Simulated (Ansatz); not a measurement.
# C9H10O2: one species, many methods

One table from this session's results is given with a row withheld; the runs are named, their logs left out.

The runs use Ansatz 0.2.0, Gaussian basis; functionals in def2-TZVPP, the program's frozen cores in correlated methods.

Plan: LDA (SPW92), PBE-D4, revPBE-D4, BLYP-D4, r2SCAN-D4, B97M-V, PBE0-D4, B3LYP-D4, r2SCANh-D4, r2SCAN0-D4, HSE06-D4, BHLYP-D4, CAM-B3LYP-D4, LC-ωPBE, ωB97X-V, ωB97M-V, B2PLYP, PBE-QIDH; CCSD(T)/def2-SVP.

1 further run of the same task is left out (it didn't finish).

## The geometry

The geometry comes from an earlier relaxation with PBE0-D4 in a triple-zeta def2 set; it is a stationary point, not always the lowest conformer.

SMILES `CCc1ccccc1C(=O)O`, 21 atoms, charge 0, spin multiplicity 1.

Atoms are counted from 1 here; the program's logs count them from 0.

Bond lengths: C1–C2 1.526 Å, C1–H12 1.090 Å, C1–H13 1.092 Å, C1–H14 1.093 Å, C2–C3 1.502 Å, C2–H15 1.089 Å, C2–H16 1.094 Å, C3–C4 1.393 Å, C3–C8 1.406 Å, C4–C5 1.383 Å, C4–H17 1.085 Å, C5–C6 1.386 Å, C5–H18 1.084 Å, C6–C7 1.380 Å, C6–H19 1.083 Å, C7–C8 1.397 Å, C7–H20 1.081 Å, C8–C9 1.481 Å and more. Angles: C2–C1–H12 110.6°, C2–C1–H13 110.5°, C2–C1–H14 111.0°, H12–C1–H13 108.0°, H12–C1–H14 108.5°, H13–C1–H14 108.1°, C1–C2–C3 112.3°, C1–C2–H15 109.2°, C1–C2–H16 109.2°, C3–C2–H15 110.7°, C3–C2–H16 107.7°, H15–C2–H16 107.7°, C2–C3–C4 117.8°, C2–C3–C8 124.7°, C4–C3–C8 117.5°, C3–C4–C5 122.2°, C3–C4–H17 118.3°, C5–C4–H17 119.5° and more.

The first run:

Input file in.yaml:

```yaml
crystal:
  periodic: [false, false, false]
  atoms:
    - {symbol: C, position_ang: [-0.165576, -1.554721, 2.077242]}
    - {symbol: C, position_ang: [-1.087596, -0.608461, 1.313782]}
    - {symbol: C, position_ang: [-0.331243, 0.302095, 0.389210]}
    - {symbol: C, position_ang: [0.041711, 1.553815, 0.873318]}
    - {symbol: C, position_ang: [0.765053, 2.453438, 0.110963]}
    - {symbol: C, position_ang: [1.131111, 2.122875, -1.184738]}
    - {symbol: C, position_ang: [0.763684, 0.894100, -1.695501]}
    - {symbol: C, position_ang: [0.044930, -0.023635, -0.925472]}
    - {symbol: C, position_ang: [-0.300763, -1.331470, -1.528856]}
    - {symbol: O, position_ang: [-0.734828, -2.295206, -0.948957]}
    - {symbol: O, position_ang: [-0.073309, -1.369620, -2.857434]}
    - {symbol: H, position_ang: [0.358859, -2.218344, 1.389318]}
    - {symbol: H, position_ang: [-0.740985, -2.173064, 2.769848]}
    - {symbol: H, position_ang: [0.576067, -0.997423, 2.655088]}
    - {symbol: H, position_ang: [-1.821987, -1.193135, 0.761536]}
    - {symbol: H, position_ang: [-1.630542, 0.018415, 2.027348]}
    - {symbol: H, position_ang: [-0.251589, 1.823354, 1.882622]}
    - {symbol: H, position_ang: [1.038358, 3.416417, 0.527686]}
    - {symbol: H, position_ang: [1.694225, 2.819303, -1.794311]}
    - {symbol: H, position_ang: [1.035872, 0.625475, -2.707129]}
    - {symbol: H, position_ang: [-0.311462, -2.264191, -3.135574]}
basis:
  gaussian: {orbitals: def2-TZVPP}
hamiltonian: {xc: lda}
output: {orbitals: {seedname: orbitals}}
```

Command:

```console
ansatz run in.yaml --threads 4 --pin off --events-out ev --progress --plain --max-ram 66560MiB --backend cuda --devices 0, --max-vram 37GiB
```

Among the steps run: LDA; PBE-D4 (GGA); revPBE-D4 (GGA); BLYP-D4 (GGA); r2SCAN-D4 (meta-GGA); B97M-V (meta-GGA); PBE0-D4 (hybrid); B3LYP-D4 (hybrid); r2SCANh-D4 (hybrid); r2SCAN0-D4 (hybrid); HSE06-D4 (hybrid); BHLYP-D4 (hybrid); CAM-B3LYP-D4 (range-separated); LC-ωPBE (range-separated); ωB97X-V (range-separated); ωB97M-V (range-separated); B2PLYP (double hybrid); PBE-QIDH (double hybrid).

One of the session's tables, all rows but one given; the rest of the session is left out.

It belongs to the step «Orbital energies across the functionals». 

| functional | HOMO (eV) | LUMO (eV) | gap (eV) |
| --- | --- | --- | --- |
| LDA (SPW92) | -6.49 | -2.53 | 3.96 |
| PBE-D4 | -6.27 | -2.26 | 4.00 |
| revPBE-D4 | ? | ? | ? |
| BLYP-D4 | -6.11 | -2.11 | 4.00 |
| r2SCAN-D4 | -6.47 | -2.14 | 4.34 |
| B97M-V | -6.46 | -2.04 | 4.41 |
| PBE0-D4 | -7.30 | -1.41 | 5.89 |
| B3LYP-D4 | -7.08 | -1.59 | 5.49 |
| r2SCANh-D4 | -6.86 | -1.82 | 5.04 |
| r2SCAN0-D4 | -7.42 | -1.34 | 6.08 |
| HSE06-D4 | -6.90 | -1.78 | 5.13 |
| BHLYP-D4 | -8.09 | -0.39 | 7.70 |
| CAM-B3LYP-D4 | -8.49 | -0.34 | 8.16 |
| LC-ωPBE | -9.76 | 0.68 | 10.44 |
| ωB97X-V | -9.43 | 0.67 | 10.10 |
| ωB97M-V | -9.36 | 0.62 | 9.97 |

Q: Estimate the row for revPBE-D4 from the others.

The run gave: HOMO (eV): -6.18; LUMO (eV): -2.16; gap (eV): 4.02. In the column «HOMO (eV)» it lies between PBE-D4 (-6.27) and BLYP-D4 (-6.11).
